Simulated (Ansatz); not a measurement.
**C₂H₈GeS: small, medium and large basis sets**

An exercise on one series of results from a longer session: the logs are not shown, and one member is left open.

Program: Ansatz 0.2.0, Gaussian basis. Level of theory: one geometry, several basis sets. These are calculated values, not measurements.

Plan: PBE0-D4/def2-SVP; ωB97M-V/def2-SVP; PBE0-D4/def2-QZVPP; ωB97M-V/def2-QZVPP; the functionals' def2-TZVPP values are taken from earlier runs.

## Structure used throughout

The geometry comes from an earlier relaxation with PBE0-D4 in a triple-zeta def2 set; it is a stationary point, not always the lowest conformer.

SMILES `C[S][GeH2][CH3]`, 12 atoms, charge 0, spin multiplicity 1.

Atoms are counted from 1 here; the program's logs count them from 0.

Bond lengths: C1–S2 1.813 Å, C1–H5 1.090 Å, C1–H6 1.091 Å, C1–H7 1.090 Å, S2–Ge3 2.219 Å, Ge3–C4 1.952 Å, Ge3–H8 1.538 Å, Ge3–H9 1.544 Å, C4–H10 1.092 Å, C4–H11 1.090 Å, C4–H12 1.091 Å. Angles: S2–C1–H5 106.8°, S2–C1–H6 111.2°, S2–C1–H7 111.7°, H5–C1–H6 108.6°, H5–C1–H7 108.5°, H6–C1–H7 109.9°, C1–S2–Ge3 99.5°, S2–Ge3–C4 111.2°, S2–Ge3–H8 105.3°, S2–Ge3–H9 108.5°, C4–Ge3–H8 111.4°, C4–Ge3–H9 110.1°, H8–Ge3–H9 110.2°, Ge3–C4–H10 110.1°, Ge3–C4–H11 109.8°, Ge3–C4–H12 110.5°, H10–C4–H11 109.1°, H10–C4–H12 108.5° and more.

Set-up of the first run:

Input file in.yaml:

```yaml
crystal:
  periodic: [false, false, false]
  atoms:
    - {symbol: C, position_ang: [0.404158, 2.019475, 0.261878]}
    - {symbol: S, position_ang: [-0.755003, 1.368297, -0.971437]}
    - {symbol: Ge, position_ang: [-1.062565, -0.668569, -0.146857]}
    - {symbol: C, position_ang: [0.582889, -1.715349, -0.219142]}
    - {symbol: H, position_ang: [0.598587, 3.058032, -0.005994]}
    - {symbol: H, position_ang: [-0.027715, 1.992676, 1.263081]}
    - {symbol: H, position_ang: [1.349436, 1.476509, 0.251643]}
    - {symbol: H, position_ang: [-2.165334, -1.295653, -1.015522]}
    - {symbol: H, position_ang: [-1.543136, -0.538092, 1.314331]}
    - {symbol: H, position_ang: [0.406101, -2.718145, 0.174290]}
    - {symbol: H, position_ang: [0.926972, -1.792417, -1.250703]}
    - {symbol: H, position_ang: [1.362610, -1.241864, 0.378633]}
basis:
  gaussian: {orbitals: def2-SVP}
hamiltonian: {xc: pbe0, dispersion: d4}
output: {orbitals: {seedname: orbitals}}
```

Among the steps run: PBE0-D4 in def2-SVP; ωB97M-V in def2-SVP; PBE0-D4 in def2-QZVPP; ωB97M-V in def2-QZVPP.

One of the session's tables, all rows but one given; the rest of the session is left out.

It belongs to the step «Functionals by basis». 

| functional | basis | HOMO (eV) | LUMO (eV) |
| --- | --- | --- | --- |
| PBE0-D4 | def2-SVP | -6.51 | 0.89 |
| PBE0-D4 | def2-TZVPP | ? | ? |
| PBE0-D4 | def2-QZVPP | -6.64 | 0.25 |
| ωB97M-V | def2-SVP | -8.67 | 2.81 |
| ωB97M-V | def2-TZVPP | -8.81 | 2.23 |
| ωB97M-V | def2-QZVPP | -8.83 | 1.60 |

Q: Estimate the row for PBE0-D4, def2-TZVPP from the others.

The run gave: HOMO (eV): -6.61; LUMO (eV): 0.49. In the column «HOMO (eV)» it lies between PBE0-D4, def2-QZVPP (-6.64) and PBE0-D4, def2-SVP (-6.51).
